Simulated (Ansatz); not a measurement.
# CH₄GeO₂: basis-set convergence

Aim: see how fast density functionals converge with the basis set for CH₄GeO₂.

Method: one geometry, several basis sets; program: Ansatz 0.2.0, Gaussian basis.

The runs, in order: PBE0-D4/def2-SVP; ωB97M-V/def2-SVP; PBE0-D4/def2-QZVPP; ωB97M-V/def2-QZVPP; the functionals' def2-TZVPP values are taken from earlier runs.

## 1. The relaxed structure

All runs share one geometry, relaxed beforehand with PBE0-D4 in a triple-zeta def2 set.

8 atoms, charge 0, spin multiplicity 1.

Atoms are counted from 1 here; the program's logs count them from 0.

Bond lengths: O1–C2 1.203 Å, C2–O3 1.318 Å, C2–H5 1.101 Å, O3–Ge4 1.840 Å, Ge4–H6 1.528 Å, Ge4–H7 1.528 Å, Ge4–H8 1.532 Å. Angles: O1–C2–O3 124.7°, O1–C2–H5 123.7°, O3–C2–H5 111.6°, C2–O3–Ge4 113.7°, O3–Ge4–H6 108.6°, O3–Ge4–H7 108.6°, O3–Ge4–H8 100.3°, H6–Ge4–H7 113.7°, H6–Ge4–H8 112.4°, H7–Ge4–H8 112.4°.

## 2. PBE0-D4 in def2-SVP

Input file in.yaml:

```yaml
crystal:
  periodic: [false, false, false]
  atoms:
    - {symbol: O, position_ang: [1.249839, -0.737777, 1.111613]}
    - {symbol: C, position_ang: [1.395931, 0.277783, 0.484065]}
    - {symbol: O, position_ang: [0.493245, 0.797832, -0.322841]}
    - {symbol: Ge, position_ang: [-1.061926, -0.179971, -0.420965]}
    - {symbol: H, position_ang: [2.310346, 0.889652, 0.516830]}
    - {symbol: H, position_ang: [-1.700905, -0.218480, 0.966856]}
    - {symbol: H, position_ang: [-0.732886, -1.562257, -0.983870]}
    - {symbol: H, position_ang: [-1.861544, 0.676117, -1.407488]}
basis:
  gaussian: {orbitals: def2-SVP}
hamiltonian: {xc: pbe0, dispersion: d4}
output: {orbitals: {seedname: orbitals}}
```

After this run come: ωB97M-V in def2-SVP; PBE0-D4 in def2-QZVPP; ωB97M-V in def2-QZVPP.

**Question.** What will the summary of the whole plan be? Wanted: PBE0-D4: double and triple zeta above quadruple; ωB97M-V: double and triple zeta above quadruple.

The runs gave:

```
                                       quantity           value
PBE0-D4: double and triple zeta above quadruple  14.76, 1.51 eV
ωB97M-V: double and triple zeta above quadruple  14.88, 1.47 eV
```

For PBE0-D4 the step from double to triple zeta gains 13.25 eV and the next only 1.51 eV. Total energies overstate the basis error of differences, where much of it tends to cancel. The LUMO of ωB97M-V is positive and keeps falling with the basis (2.13 to 1.32 eV): an unbound level that the basis holds in place.
